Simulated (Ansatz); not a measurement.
# C2H8O2SSn: up Jacob's ladder to CCSD(T)

How much do the methods differ for C2H8O2SSn? The plan is to run it at one geometry with functionals of several rungs and with coupled cluster, and see how far each lands from CCSD(T) at the basis-set limit for the atomisation energy.

The runs use Ansatz 0.2.0, Gaussian basis; functionals in def2-TZVPP, the program's frozen cores in correlated methods.

The runs, in order: PBE-D4, r2SCAN-D4, PBE0-D4, B3LYP-D4, ωB97X-V, ωB97M-V, B2PLYP; CCSD(T)/def2-TZVPP; MP2/def2-QZVPP; extrapolation to the limit.

## (1) The relaxed structure

All runs share one geometry, relaxed beforehand with PBE0-D4 in a triple-zeta def2 set. Sn takes the def2 core potential; no spin-orbit term is included.

SMILES `C[O][SnH]([SH])[O]C`, 14 atoms, charge 0, spin multiplicity 1.

Atoms are counted from 1 here; the program's logs count them from 0.

Bond lengths: C1–O2 1.409 Å, C1–H7 1.098 Å, C1–H8 1.097 Å, C1–H9 1.094 Å, O2–Sn3 1.959 Å, Sn3–S4 2.379 Å, Sn3–O5 1.956 Å, Sn3–H10 1.698 Å, S4–H11 1.346 Å, O5–C6 1.409 Å, C6–H12 1.093 Å, C6–H13 1.097 Å, C6–H14 1.097 Å. Angles: O2–C1–H7 112.3°, O2–C1–H8 112.5°, O2–C1–H9 108.0°, H7–C1–H8 108.1°, H7–C1–H9 107.8°, H8–C1–H9 108.0°, C1–O2–Sn3 119.8°, O2–Sn3–S4 101.3°, O2–Sn3–O5 106.5°, O2–Sn3–H10 114.5°, S4–Sn3–O5 111.9°, S4–Sn3–H10 117.4°, O5–Sn3–H10 104.9°, Sn3–S4–H11 89.8°, Sn3–O5–C6 120.2°, O5–C6–H12 108.0°, O5–C6–H13 112.4°, O5–C6–H14 112.1° and more.

Geometry (Å):

| atom | x (Å) | y (Å) | z (Å) |
| --- | --- | --- | --- |
| C1 | 0.7720 | -1.4302 | -1.5124 |
| O2 | 0.5128 | -0.0466 | -1.4525 |
| Sn3 | 0.9334 | 0.9524 | 0.1795 |
| S4 | -0.1037 | 3.0448 | -0.2731 |
| O5 | 0.0572 | 0.0088 | 1.6516 |
| C6 | -1.3462 | -0.1085 | 1.6820 |
| H7 | 1.8469 | -1.6539 | -1.4846 |
| H8 | 0.2877 | -1.9838 | -0.6983 |
| H9 | 0.3771 | -1.8073 | -2.4598 |
| H10 | 2.5810 | 0.9679 | 0.5895 |
| H11 | -0.7181 | 2.5039 | -1.3410 |
| H12 | -1.6270 | -0.5657 | 2.6346 |
| H13 | -1.8482 | 0.8648 | 1.6113 |
| H14 | -1.7250 | -0.7465 | 0.8733 |

## (2) PBE-D4 (GGA)

Input file in.yaml:

```yaml
crystal:
  periodic: [false, false, false]
  atoms:
    - {symbol: C, position_ang: [0.772043, -1.430229, -1.512419]}
    - {symbol: O, position_ang: [0.512773, -0.046650, -1.452456]}
    - {symbol: Sn, position_ang: [0.933365, 0.952375, 0.179533]}
    - {symbol: S, position_ang: [-0.103655, 3.044772, -0.273090]}
    - {symbol: O, position_ang: [0.057239, 0.008758, 1.651559]}
    - {symbol: C, position_ang: [-1.346214, -0.108463, 1.681952]}
    - {symbol: H, position_ang: [1.846893, -1.653878, -1.484608]}
    - {symbol: H, position_ang: [0.287675, -1.983792, -0.698316]}
    - {symbol: H, position_ang: [0.377083, -1.807290, -2.459846]}
    - {symbol: H, position_ang: [2.581016, 0.967862, 0.589527]}
    - {symbol: H, position_ang: [-0.718133, 2.503896, -1.341022]}
    - {symbol: H, position_ang: [-1.626991, -0.565653, 2.634634]}
    - {symbol: H, position_ang: [-1.848170, 0.864757, 1.611274]}
    - {symbol: H, position_ang: [-1.724952, -0.746464, 0.873258]}
basis:
  gaussian: {orbitals: def2-TZVPP}
hamiltonian: {xc: pbe, dispersion: d4}
output: {forces: true, orbitals: {seedname: orbitals}}
```

Started as:

```sh
$ ansatz run in.yaml --threads 2 --pin off --events-out ev --progress --plain --max-ram 32768MiB --backend cuda --devices 0, --max-vram 18GiB
```

After this run come: r2SCAN-D4 (meta-GGA); PBE0-D4 (hybrid); B3LYP-D4 (hybrid); ωB97X-V (range-separated); ωB97M-V (range-separated); B2PLYP (double hybrid); CCSD(T) in def2-TZVPP; MP2 in def2-QZVPP.

Q: Predict the results of all the runs planned. Wanted: atomisation energy, CCSD(T)/CBS; farthest; mean size of error, hybrid; mean size of error, range-separated; gap, smallest and largest; T1 diagnostic; triples share of the correlation energy.

The runs gave:

| quantity | value |
| --- | --- |
| atomisation energy, CCSD(T)/CBS | 50.388 eV |
| functionals within 0.504 eV (1.0 %) | r2SCAN-D4, ωB97X-V, ωB97M-V |
| farthest | B2PLYP (-1.064 eV) |
| mean size of error, hybrid | 0.537 eV |
| mean size of error, range-separated | 0.161 eV |
| gap, smallest and largest | 4.36 eV (PBE-D4), 11.29 eV (ωB97X-V) |
| T1 diagnostic | 0.0136 |
| triples share of the correlation energy | 3.7 % |

In words: PBE-D4 is off by +0.567 eV. Double hybrids carry the basis error of their MP2 part in triple zeta, and no dispersion term here, so their miss is partly the set-up's. The reference freezes the cores and leaves out spin-orbit coupling and excitations past (T), and its outer-core shells are covered unevenly, so misses under about 0.504 eV can't be ranked. All levels share the lack of spin-orbit coupling, which lowers the free heavy atoms and so the true binding. Hartree-Fock recovers 69 % of the binding; the rest is correlation. The gap grows from 4.4 to 11.3 eV across the functionals, mostly with the share of exact exchange. Correlated methods include outer-core shells of Sn, which these sets cover unevenly.
